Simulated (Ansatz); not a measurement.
**IrOs: compression at zero temperature**

How does IrOs compress? Cell and atoms are relaxed at 5 pressures between -1 and 25 GPa.

Method: DFT r2SCAN, scalar-relativistic, plane waves, PAW, in Ansatz 0.2.0.

1 further run of the same task is left out (set aside as unsound or not needed).

**1. The starting structure**

Symmetry: P-6m2, No. 187, hexagonal system. Conventional cell: a = 2.735 Å, b = 2.735 Å, c = 4.356 Å, α = 90.00°, β = 90.00°, γ = 120.00°. Os (site symmetry -6m2) has 6 Ir at 2.69 Å and 6 Os at 2.73 Å as nearest neighbours. Ir (site symmetry -6m2) has 6 Os at 2.69 Å and 6 Ir at 2.73 Å as nearest neighbours.

Structure file:

```cif
data_structure
_symmetry_space_group_name_H-M 'P-6m2'
_symmetry_Int_Tables_number 187
_cell_length_a 2.7347
_cell_length_b 2.7347
_cell_length_c 4.3557
_cell_angle_alpha 90.000
_cell_angle_beta 90.000
_cell_angle_gamma 120.000
_cell_volume 28.21
loop_
_atom_site_label
_atom_site_type_symbol
_atom_site_symmetry_multiplicity
_atom_site_Wyckoff_symbol
_atom_site_fract_x
_atom_site_fract_y
_atom_site_fract_z
_atom_site_occupancy
Os1 Os 1 c 0.33333 0.66667 0.00000 1
Ir1 Ir 1 f 0.66667 0.33333 0.50000 1
```

It goes back to an entry of the Materials Project, which need not be the stable form.

This cell was relaxed beforehand with the same method: volume 14.11 Å³/atom, gap on the mesh none (metal).

**2. Target pressure -1 GPa**

input.yaml reads:

```yaml
crystal:
  lattice:
    - [2.7436515836, 0.0, 0.0]
    - [-1.3718257918, 2.3760719705, 0.0]
    - [0.0, 0.0, 4.3699539294]
  atoms:
    - { symbol: Os, position: [0.3333333333, 0.6666666667, 0.0] }
    - { symbol: Ir, position: [0.6666666667, 0.3333333333, 0.5] }
basis:
  ecutwfc: 500
kpoints:
  mp_grid: { grid: [18, 18, 10] }
hamiltonian:
  xc: r2scan
scf:
  occupations: { method: gaussian, width: 0.1 }
output:
  forces: true
  stress: true
  eigenvalues: true
relax:
  adjacent_minimum: "off"
  f_tol: 0.008
  max_steps: 50
  cell: { stress_tol: 0.08, p_target: -1.0 }
```

Launch:

```console
ansatz run input.yaml --threads 1 --pin off --max-ram 1331MiB --backend cpu --events-out ev --progress --plain --runs-dir out
```

Further runs follow: 1 GPa; target pressure 4 GPa; target pressure 12 GPa; 25 GPa.

**Question.** What will these runs give? Wanted: bulk modulus B0; B0'.

As calculated:

| quantity | value |
| --- | --- |
| volume at 25 GPa | 13.36 Å³/atom, V/V0 = 0.947 |
| bulk modulus B0 (third-order Birch-Murnaghan) | 403 GPa |
| B0' | 4.9 |

At 25 GPa the crystal has lost 5.3 % of its volume. A third-order Birch-Murnaghan curve fits the points with B0 = 403 GPa. Other structures may take over in this range; these runs cannot find them. Spin-orbit coupling is left out for Ir, Os.
